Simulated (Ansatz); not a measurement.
**KPt under changes of volume**

One of the cells (20.844 Å³/atom); the others are scaled copies at fixed shape and fractional positions:

```xyz
2
Lattice="3.0008 0.0000 0.0000 -1.5004 2.5988 0.0000 0.0000 0.0000 5.3456" Properties=species:S:1:pos:R:3 pbc="T T T"
Pt    1.5004    0.8663    0.0000
K     0.0000    0.0000    2.6728
```

The cell comes from a database or a generator and needn't be the stable form of this composition.

* Program: Ansatz 0.2.0
* Functional: PBE
* Potentials or basis: Ansatz PAW
* Cutoff: 420 eV (not typed: the program's choice for these potentials)
* k mesh: 10 × 10 × 5
* Occupations: fermi-dirac, width 0.05 eV
* Spin: no spin polarisation

```tsv
volume (Å³/atom)	energy over the lowest point (meV/atom)	pressure (GPa)
19.593	?	?
20.010	8.79	3.2
20.427	2.56	1.7
20.844	0.00	0.3
21.261	0.68	-0.8
21.678	4.22	-1.8
22.095	10.27	-2.8
```

Question: What does the run at 19.593 Å³/atom give?

Answer: Energy over the lowest point 19.20 meV/atom; pressure 4.9 GPa.

Worked out: A Birch-Murnaghan fit of order 3 (a polynomial in V^(-2/3)) to the other rows has its minimum at 20.96 Å³/atom with B0 = V·E''(V) = 60 GPa and B' = 5.3 at fixed shape and positions, which overstates the stiffness. It gives 19.19 meV/atom at 19.593 Å³/atom, against the run's 19.20, and -dE/dV = 4.9 GPa, against 4.9.

Energies are extrapolated to zero smearing.
